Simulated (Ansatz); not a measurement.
# Sr2Mg: a single-point run

Wanted: a converged single-point run for Sr2Mg, and a check of what comes out. The structure is shown as the input types it.

Computed with Ansatz 0.2.0 (DFT, PBEsol, all-electron PAW with datasets made for the crystal, scalar-relativistic, unless a step's input says otherwise).

## Step 1: The system as given

It takes space group I4/mmm (No. 139, tetragonal). Conventional cell: a = 2.690 Å, b = 2.690 Å, c = 9.204 Å, α = 90.00°, β = 90.00°, γ = 90.00°. Around Sr (site symmetry 4mm) lie 4 Mg at 2.31 Å and 9 Sr at 2.61 to 2.75 Å. Mg (site symmetry 4/mmm) is surrounded by 8 Sr at 2.31 Å.

As a file:

```cif
data_structure
_symmetry_space_group_name_H-M 'I4/mmm'
_symmetry_Int_Tables_number 139
_cell_length_a 2.6900
_cell_length_b 2.6900
_cell_length_c 9.2037
_cell_angle_alpha 90.000
_cell_angle_beta 90.000
_cell_angle_gamma 90.000
_cell_volume 66.60
loop_
_atom_site_label
_atom_site_type_symbol
_atom_site_symmetry_multiplicity
_atom_site_Wyckoff_symbol
_atom_site_fract_x
_atom_site_fract_y
_atom_site_fract_z
_atom_site_occupancy
Sr1 Sr 4 e 0.00000 0.00000 0.35803 1
Mg1 Mg 2 a 0.00000 0.00000 0.00000 1
```

## Step 2: Running it

input.yaml

```yaml
crystal:
  lattice:
    - [-1.34497841, 1.34497841, 4.60186771]
    - [1.34497841, -1.34497841, 4.60186771]
    - [1.34497841, 1.34497841, -4.60186771]
  atoms:
    - { symbol: Sr, position: [0.35803386, 0.35803386, 0.0] }
    - { symbol: Sr, position: [0.64196614, 0.64196614, 0.0] }
    - { symbol: Mg, position: [0.0, 0.0, 0.0] }
kpoints:
  mp_grid: { grid: [12, 12, 12] }
scf:
  occupations: { method: fermi_dirac, width: 0.05 }
  max_iter: 80
hamiltonian:
  xc: pbesol
  pseudopotentials: { kind: all_electron, datasets: crystal }
output:
  forces: true
  stress: true
  eigenvalues: true
  efg: { contact_densities: true }
```

The run is started by

```bash
ansatz run input.yaml --threads 1 --pin off --max-ram 3072MiB --backend cpu --events-out ev --progress --plain --runs-dir out
```

What happens when this is run?

The run converged and reported no error, with warnings (crystal datasets made, gradients without spin orbit). It gives a pressure of 183 GPa and a largest force of 6.4 eV/Å, which is large; a structure far from rest gives such values too, whatever the setting.

The structure is squeezed far below its natural size. The shortest distance in the input is 2.31 Å, between atoms 1 (Sr) and 3 (Mg).

The cure: restore the intended size.
